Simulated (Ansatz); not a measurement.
# Si4P: the cost of one run

Method: DFT PBE, scalar-relativistic, plane waves, PAW, in Ansatz 0.2.0.

## 1. The system as given

It takes space group P-6m2 (No. 187, hexagonal). Conventional cell: a = 3.859 Å, b = 3.859 Å, c = 6.386 Å, α = 90.00°, β = 90.00°, γ = 120.00°. Si (site symmetry 3m) has 1 Si at 1.40 Å in its first shell of neighbours. Around Si (site symmetry -6m2) lie 2 Si at 1.40 Å and 3 P at 2.23 Å. Si (site symmetry -6m2) is surrounded by 2 Si at 1.80 Å. P (site symmetry -6m2) is surrounded by 3 Si at 2.23 Å.

Structure file:

```
Si P
1.0
     3.85861    0.00000    0.00000
    -1.92931    3.34166    0.00000
     0.00000    0.00000    6.38577
Si P
4 1
Direct
  0.33333 0.66667 0.71878
  0.33333 0.66667 0.28122
  0.33333 0.66667 0.50000
  0.33333 0.66667 0.00000
  0.66667 0.33333 0.50000
```

Recipe of the guess: random cell by space group and Wyckoff sites (P-6m2, No. 187). Lengths come from tabulated atomic sizes and are only a guess.

## 2. Probe: one point on a coarse mesh

Contents of input.yaml:

```yaml
crystal:
  lattice:
    - [3.85861416, 0.0, 0.0]
    - [-1.92930708, 3.34165789, 0.0]
    - [0.0, 0.0, 6.38577416]
  atoms:
    - { symbol: Si, position: [0.33333333, 0.66666667, 0.7187792] }
    - { symbol: Si, position: [0.33333333, 0.66666667, 0.2812208] }
    - { symbol: Si, position: [0.33333333, 0.66666667, 0.5] }
    - { symbol: Si, position: [0.33333333, 0.66666667, 0.0] }
    - { symbol: P, position: [0.66666667, 0.33333333, 0.5] }
basis:
  ecutwfc: 420
kpoints:
  mp_grid: { grid: [6, 6, 4] }
hamiltonian:
  xc: pbe
scf:
  occupations: { method: gaussian, width: 0.1 }
  lower_state_search: "off"
output:
  forces: true
  stress: true
  eigenvalues: true
```

Run with:

```console
ansatz run input.yaml --threads 1 --pin off --max-ram 2560MiB --backend cpu --events-out ev --progress --plain --runs-dir out
```

Q: Estimate wall time and peak memory on 1 thread of Intel Xeon 6975P-C (Granite Rapids), shared host.

About 1.5 s, with a peak of 0.35 GiB.
